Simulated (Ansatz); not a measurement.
# C2H6AlBO: a ladder of functionals and wavefunction methods

The task here is to estimate one member of a computed series from the others.

The runs use Ansatz 0.2.0, Gaussian basis; functionals in def2-TZVPP, the program's frozen cores in correlated methods.

Plan: PBE-D4, r2SCAN-D4, PBE0-D4, B3LYP-D4, ωB97X-V, ωB97M-V, B2PLYP; CCSD(T)/def2-TZVPP; MP2/def2-QZVPP; extrapolation to the limit.

## Structure used throughout

The geometry comes from an earlier relaxation with PBE0-D4 in a triple-zeta def2 set; it is a stationary point, not always the lowest conformer.

SMILES `C=[C]([AlH2])BO`, 11 atoms, charge 0, spin multiplicity 1.

Atoms are counted from 1 here; the program's logs count them from 0.

Bond lengths: C1–C2 1.345 Å, C1–H6 1.090 Å, C1–H7 1.091 Å, C2–Al3 1.944 Å, C2–B4 1.551 Å, Al3–H8 1.589 Å, Al3–H9 1.590 Å, B4–O5 1.359 Å, B4–H10 1.206 Å, O5–H11 0.960 Å. Angles: C2–C1–H6 122.8°, C2–C1–H7 122.2°, H6–C1–H7 115.0°, C1–C2–Al3 115.4°, C1–C2–B4 119.1°, Al3–C2–B4 125.4°, C2–Al3–H8 122.4°, C2–Al3–H9 116.8°, H8–Al3–H9 120.8°, C2–B4–O5 119.1°, C2–B4–H10 122.1°, O5–B4–H10 118.9°, B4–O5–H11 112.9°.

The first run:

File in.yaml:

```yaml
crystal:
  periodic: [false, false, false]
  atoms:
    - {symbol: C, position_ang: [-0.979373, 0.707181, 0.857479]}
    - {symbol: C, position_ang: [-0.024874, 0.016547, 0.208361]}
    - {symbol: Al, position_ang: [1.101152, -1.104414, 1.328493]}
    - {symbol: B, position_ang: [0.150491, 0.223678, -1.318892]}
    - {symbol: O, position_ang: [-0.952852, 0.402945, -2.091453]}
    - {symbol: H, position_ang: [-1.138202, 0.626966, 1.933223]}
    - {symbol: H, position_ang: [-1.646096, 1.401614, 0.344006]}
    - {symbol: H, position_ang: [2.344905, -1.907781, 0.752632]}
    - {symbol: H, position_ang: [0.716614, -1.194874, 2.868775]}
    - {symbol: H, position_ang: [1.236277, 0.230391, -1.844052]}
    - {symbol: H, position_ang: [-0.742641, 0.540747, -3.017871]}
basis:
  gaussian: {orbitals: def2-TZVPP}
hamiltonian: {xc: pbe, dispersion: d4}
output: {forces: true, orbitals: {seedname: orbitals}}
```

Command:

```sh
> ansatz run in.yaml --threads 4 --pin off --events-out ev --progress --plain --max-ram 10444MiB
```

Steps of the session up to this table: PBE-D4 (GGA); r2SCAN-D4 (meta-GGA); PBE0-D4 (hybrid); B3LYP-D4 (hybrid); ωB97X-V (range-separated); ωB97M-V (range-separated); B2PLYP (double hybrid); CCSD(T) in def2-TZVPP; MP2 in def2-QZVPP.

One table of the session follows, with a row left open; its other results are not shown here.

It belongs to the step «Atomisation energies». 

```
            method  atomisation energy (eV)
            PBE-D4                   43.710
         r2SCAN-D4                   43.204
           PBE0-D4                   43.020
          B3LYP-D4                   43.043
           ωB97X-V                   43.032
           ωB97M-V                   43.161
            B2PLYP                        ?
     HF/def2-TZVPP                   32.291
    MP2/def2-TZVPP                   42.732
   CCSD/def2-TZVPP                   41.315
CCSD(T)/def2-TZVPP                   41.934
           MP2/CBS                   43.742
       CCSD(T)/CBS                   42.944
```

**Question.** Estimate the row for B2PLYP.

The run gave: atomisation energy (eV): 42.639. In the column «atomisation energy (eV)» it lies between CCSD(T)/def2-TZVPP (41.934) and MP2/def2-TZVPP (42.732).

Caveats from the session: Free atoms (2 C, 1 Al, 1 B, 1 O, 6 H) were run apart at each level; the atomisation energy is their sum less the molecule, without zero-point or spin-orbit terms.
